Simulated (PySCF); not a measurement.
# Chloromethylgermane (CH₅ClGe): electronic excitations and core binding energies

Aim: predict the electronic excitations and core binding energies of Chloromethylgermane (CH₅ClGe) (`Cl[CH2][GeH3]`).

The runs use PySCF 2.14.0, with density-fitted response routines of our own; the level of theory stands in each step. All values are computed, except where a source is named. Atoms are numbered from 0 throughout.

**1. The starting structure**

8 atoms, charge 0, multiplicity 1; geometry from: GFN2-xTB.

Bonds of the start (Å): Cl0–C1 1.78, C1–Ge2 1.97, C1–H3 1.09, C1–H4 1.09, Ge2–H5 1.50, Ge2–H6 1.49, Ge2–H7 1.49.

**2. Excited states and response: B3LYP/def2-SVPD**

The job: settings as JSON, then the geometry in Å.

```
{"job": {"kind": "uv", "xc": "B3LYP", "basis": "def2-SVPD", "nstates": 8, "ntriplets": 3}, "charge": 0, "multiplicity": 1}
Cl    -1.651688     1.235683     0.749039
C     -0.985450    -0.181595    -0.098734
Ge     0.975501     0.005963    -0.012635
H     -1.360454    -1.068069     0.407840
H     -1.379178    -0.166043    -1.112464
H      1.646196    -1.141119    -0.700607
H      1.369245     1.281173    -0.672394
H      1.394885     0.043419     1.415390
```

Level: TDDFT B3LYP/def2-SVPD, vertical, gas phase, core orbitals frozen in the response.

**Question.** This job is followed by: delta-SCF UKS SCAN, pcX-2 on the ionised atom, pcseg-1 elsewhere, spin-free X2C. Predict these results of the whole session: lowest singlet (B3LYP/def2-SVPD); brightest single state of those computed; lowest triplet; Cl1s binding energies, SCAN/pcX-2; Cl2p binding energies, SCAN/pcX-2; C1s binding energies, SCAN/pcX-2.

**Answer**, as computed:

| quantity | value |
| --- | --- |
| lowest singlet (B3LYP/def2-SVPD) | 6.54 eV (190 nm), f = 0.021 |
| brightest single state of those computed | state 8, 8.28 eV, f = 0.079 |
| lowest triplet | 5.95 eV |
| Cl1s binding energies, SCAN/pcX-2 | Cl0 2828.59 eV |
| Cl2p binding energies, SCAN/pcX-2 | Cl0 206.55 eV |
| C1s binding energies, SCAN/pcX-2 | C1 291.94 eV |

In words: The lowest singlet, at 6.54 eV, is HOMO→LUMO 0.94 and is weak; of the 8 states computed, the strongest absorption comes from state 8 at 8.28 eV (the last computed, so partners may be missing). The lowest triplet lies 0.59 eV below the lowest singlet (triplets in Tamm-Dancoff, singlets in full TDDFT). States above −ε(HOMO) lie where TDDFT describes them poorly and they hang on the basis; the brightest is among them.
